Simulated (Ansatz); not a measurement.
# Sc: pressure up to the limit of the methods

The task here is to estimate one member of a computed series from the others.

Method: DFT PBEsol, with the methods named in each step, in Ansatz 0.2.0.

## Starting point

Symmetry: Fd-3m, No. 227, cubic system. Conventional cell: a = 6.190 Å, b = 6.190 Å, c = 6.190 Å, α = 90.00°, β = 90.00°, γ = 90.00°. Sc (site symmetry -43m) is surrounded by 4 Sc at 2.68 Å.

Coordinates:

```cif
data_structure
_symmetry_space_group_name_H-M 'P 1'
_symmetry_Int_Tables_number 1
_cell_length_a 4.3769
_cell_length_b 4.3769
_cell_length_c 4.3769
_cell_angle_alpha 60.000
_cell_angle_beta 60.000
_cell_angle_gamma 60.000
_cell_volume 59.29
loop_
_atom_site_label
_atom_site_type_symbol
_atom_site_fract_x
_atom_site_fract_y
_atom_site_fract_z
_atom_site_occupancy
Sc1 Sc 0.87500 0.87500 0.87500 1
Sc2 Sc 0.12500 0.12500 0.12500 1
```

Whether this phase is the stable one at these pressures isn't tested.

Atoms are numbered in the order of the input: Sc1, Sc2.

Set-up of the first run:

input.yaml reads:

```yaml
crystal:
  lattice:
    - [0.0, 3.0949275353, 3.0949275353]
    - [3.0949275353, 0.0, 3.0949275353]
    - [3.0949275353, 3.0949275353, 0.0]
  atoms:
    - { symbol: Sc, position: [-0.125, -0.125, -0.125] }
    - { symbol: Sc, position: [0.125, 0.125, 0.125] }
kpoints:
  mp_grid: { grid: [11, 11, 11] }
scf:
  occupations: { method: fermi_dirac, width: 0.05 }
hamiltonian:
  xc: pbesol
  pseudopotentials: { kind: paw }
output:
  forces: true
  stress: true
relax:
  f_tol: 0.005
  max_steps: 40
  cell: {}
```

The run is started by

```sh
> ansatz run input.yaml --threads 1 --pin off --max-ram 2048MiB --backend cpu --events-out ev --progress --plain --runs-dir out
```

Among the steps run: Cell relaxed at zero pressure, PAW; Volume scaled by 1, PAW; Volume scaled by 0.9, PAW; Volume scaled by 0.8, PAW; Volume scaled by 0.7, PAW; Volume scaled by 0.6, PAW; Volume scaled by 0.5, PAW; Volume scaled by 0.5, PAW (source ansatz); Volume scaled by 0.4, PAW; Volume scaled by 0.4, PAW (level accurate).

One of the session's tables, all rows but one given; the rest of the session is left out.

```
              method  volume over the first  volume (Å³/atom)  pressure (GPa)
                 PAW                      1            30.662            0.01
                 PAW                    0.9            27.596            1.66
                 PAW                    0.8            24.529            2.64
                 PAW                    0.7            21.463            4.75
                 PAW                    0.6                 ?               ?
                 PAW                    0.5            15.331           25.59
                 PAW                    0.4            12.265           77.90
PAW (level accurate)                    0.4            12.265           78.55
 PAW (source ansatz)                    0.5            15.331           25.69
```

Q: Estimate the row for PAW, 0.6 from the others.

**Answer.** volume (Å³/atom): 18.397; pressure (GPa): 9.35. In the column «volume (Å³/atom)» it lies between PAW (source ansatz), 0.5 (15.331) and PAW, 0.7 (21.463).
